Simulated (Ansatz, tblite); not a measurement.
# The cluster Sn₁₃H₁₈O: one state, many levels

An exercise on one series of results from a longer session: the logs are not shown, and one member is left open.

Method: as each input shows; program: Ansatz 0.2.0, Gaussian basis.

Plan: GFN1-xTB, GFN2-xTB, PBE-D4/def2-TZVP, r2SCAN-D4/def2-TZVP, LDA/def2-TZVP, B97M-V/def2-TZVP, BLYP-D4/def2-TZVP, PBE-D4/def2-SVP, PBE0-D4/def2-SVP, MP2/def2-SVP, RPA/def2-SVP.

1 further run of the same task is left out (set aside as unsound or not needed).

**The geometry**

The singlet was relaxed beforehand with r2SCAN-D4/def2-SVP.

32 atoms, charge 0, spin multiplicity 1.

Bond lengths: Sn1–Sn9 2.825 Å, Sn1–Sn10 2.821 Å, Sn1–H15 1.793 Å, Sn1–H16 1.726 Å, Sn2–Sn8 2.815 Å, Sn2–Sn11 2.809 Å, Sn2–H17 1.724 Å, Sn2–H18 1.729 Å, Sn3–Sn6 3.057 Å, Sn3–O14 1.962 Å, Sn4–Sn8 2.801 Å, Sn4–Sn9 2.716 Å, Sn4–Sn13 2.907 Å, Sn4–H19 1.722 Å, Sn5–Sn10 2.819 Å, Sn5–Sn13 2.914 Å, Sn5–H20 1.730 Å, Sn5–H21 1.730 Å and more. Angles: Sn9–Sn1–Sn10 107.0°, Sn9–Sn1–H15 96.0°, Sn9–Sn1–H16 108.0°, Sn10–Sn1–H15 108.4°, Sn10–Sn1–H16 131.5°, H15–Sn1–H16 100.2°, Sn8–Sn2–Sn11 117.0°, Sn8–Sn2–H17 104.5°, Sn8–Sn2–H18 102.9°, Sn11–Sn2–H17 116.7°, Sn11–Sn2–H18 108.5°, H17–Sn2–H18 106.0°, Sn6–Sn3–O14 88.4°, Sn8–Sn4–Sn9 131.7°, Sn8–Sn4–Sn13 115.0°, Sn8–Sn4–H19 114.8°, Sn9–Sn4–Sn13 70.6°, Sn9–Sn4–H19 108.5° and more.

Sn takes a core potential in the def2 sets. No spin-orbit coupling is included.

PBE0-D4/def2-TZVP was run before; its log isn't repeated, and its numbers join the tables.

The first run:

Tight binding, by tblite at 300 K electronic temperature and without a spin-polarisation term:

```python
tblite.interface.Calculator('GFN1-xTB', numbers, positions, charge=0, uhf=0).singlepoint()
```

Tight binding, by tblite at 300 K electronic temperature and without a spin-polarisation term:

```python
tblite.interface.Calculator('GFN2-xTB', numbers, positions, charge=0, uhf=0).singlepoint()
```

start.molden holds the orbitals of an earlier run on this state, given as this run's starting guess.

The input, in.yaml:

```yaml
crystal:
  periodic: [false, false, false]
  atoms:
    - {symbol: Sn, position_ang: [0.738886, -3.321518, 0.327303]}
    - {symbol: Sn, position_ang: [-2.217950, 2.618518, -2.846489]}
    - {symbol: Sn, position_ang: [0.237420, -0.623763, -2.272237]}
    - {symbol: Sn, position_ang: [-3.415048, -0.616523, 0.446486]}
    - {symbol: Sn, position_ang: [0.734100, -0.871174, 3.372664]}
    - {symbol: Sn, position_ang: [0.957392, 1.387763, -0.085094]}
    - {symbol: Sn, position_ang: [4.501089, -0.640713, -0.034137]}
    - {symbol: Sn, position_ang: [-3.782536, 0.386531, -2.142431]}
    - {symbol: Sn, position_ang: [-1.730996, -2.506731, 1.429141]}
    - {symbol: Sn, position_ang: [2.765010, -1.992057, 1.771518]}
    - {symbol: Sn, position_ang: [-0.527881, 3.665589, -0.862279]}
    - {symbol: Sn, position_ang: [3.631575, 0.780308, -2.472714]}
    - {symbol: Sn, position_ang: [-1.306153, 0.671483, 1.977455]}
    - {symbol: O, position_ang: [2.078113, -0.477144, -2.936012]}
    - {symbol: H, position_ang: [0.524798, -2.489544, -1.245962]}
    - {symbol: H, position_ang: [0.583888, -4.966374, -0.173621]}
    - {symbol: H, position_ang: [-3.332568, 3.714765, -3.572514]}
    - {symbol: H, position_ang: [-1.238574, 2.012012, -4.136321]}
    - {symbol: H, position_ang: [-4.813602, -0.556355, 1.449613]}
    - {symbol: H, position_ang: [0.230382, -2.064734, 4.519223]}
    - {symbol: H, position_ang: [1.290759, 0.465582, 4.319904]}
    - {symbol: H, position_ang: [1.955746, 1.814952, 1.271728]}
    - {symbol: H, position_ang: [5.564026, -1.986745, -0.324007]}
    - {symbol: H, position_ang: [5.400280, 0.285152, 1.130417]}
    - {symbol: H, position_ang: [-3.561771, -0.937351, -3.217641]}
    - {symbol: H, position_ang: [-5.466405, 0.761260, -2.134904]}
    - {symbol: H, position_ang: [-2.278562, -3.215342, 2.898779]}
    - {symbol: H, position_ang: [3.454794, -3.268223, 2.724028]}
    - {symbol: H, position_ang: [0.323390, 4.947199, -1.642251]}
    - {symbol: H, position_ang: [-1.535252, 4.381262, 0.335943]}
    - {symbol: H, position_ang: [2.441836, 1.827513, -1.354914]}
    - {symbol: H, position_ang: [-2.206187, 0.814413, 3.479314]}
basis:
  gaussian: {orbitals: def2-TZVP, fitting: {mean_field: def2-universal-jkfit}, initial_orbitals: start.molden}
hamiltonian: {xc: pbe, dispersion: d4}
scf: {omitted_lower_state_checks: [starts]}
output: {forces: true, orbitals: {seedname: orbitals}}
```

Launch:

```
$ ansatz run in.yaml --threads 2 --pin off --events-out ev --progress --plain --max-ram 32768MiB --backend cuda --devices 0, --max-vram 18GiB
```

Steps of the session up to this table: PBE-D4/def2-TZVP; r2SCAN-D4/def2-TZVP; LDA/def2-TZVP; B97M-V/def2-TZVP; BLYP-D4/def2-TZVP; PBE-D4/def2-SVP; PBE0-D4/def2-SVP; MP2/def2-SVP; RPA/def2-SVP.

One table of the session follows, with a row left open; its other results are not shown here.

It belongs to the step «Binding energy». 

```
              level  binding an atom (eV)
        HF/def2-SVP                 1.496
      LDA/def2-TZVP                 2.869
    PBE-D4/def2-SVP                 2.447
   PBE-D4/def2-TZVP                 2.465
  BLYP-D4/def2-TZVP                 2.428
r2SCAN-D4/def2-TZVP                 2.454
   B97M-V/def2-TZVP                 2.517
   PBE0-D4/def2-SVP                 2.406
  PBE0-D4/def2-TZVP                 2.429
       MP2/def2-SVP                     ?
```

Q: Estimate the row for MP2/def2-SVP from the others.

The run gave: binding an atom (eV): 2.215. In the column «binding an atom (eV)» it lies between HF/def2-SVP (1.496) and PBE0-D4/def2-SVP (2.406).

Limits of these values: Free atoms were run apart at each level; binding is atoms less cluster, divided by the number of atoms, without zero-point or spin-orbit terms.
